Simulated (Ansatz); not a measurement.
HfB:

```
CELL_PARAMETERS angstrom
0.00000 2.31000 2.31000
2.31000 0.00000 2.31000
2.31000 2.31000 0.00000
ATOMIC_POSITIONS crystal
Hf 0.50000 0.50000 0.50000
B 0.00000 0.00000 0.00000
```

Base run:

| Property | Result |
| --- | --- |
| Program | Ansatz 0.2.0 |
| Functional | PBEsol |
| Potentials or basis | PseudoDojo standard (PBEsol files) |
| Cutoff | 1034 eV |
| Density cutoff | 4136 eV |
| k mesh | 10 × 10 × 10 |
| Occupations | fermi-dirac, width 0.05 eV |
| Spin | no spin polarisation |

Its results: band gap on the k mesh none (metal or under the smearing width); pressure 24.6 GPa.

**Question.** The run is repeated on the same cell with these changes: potentials or basis from PseudoDojo standard (PBEsol files) to Ansatz PAW earlier set; cutoff from 1034 eV to 710 eV (not typed: the program's choice for these potentials); valence electrons from 15 to 29. What comes out?

**Answer.** Band gap on the k mesh none (metal or under the smearing width); pressure 23.3 GPa.

Caveats: spin-orbit coupling is left out, which moves the levels of the heavy elements; the PAW data sets come from PBE, with cores solved anew for the run's functional, which leaves a small shift of forces and pressure (some runs).
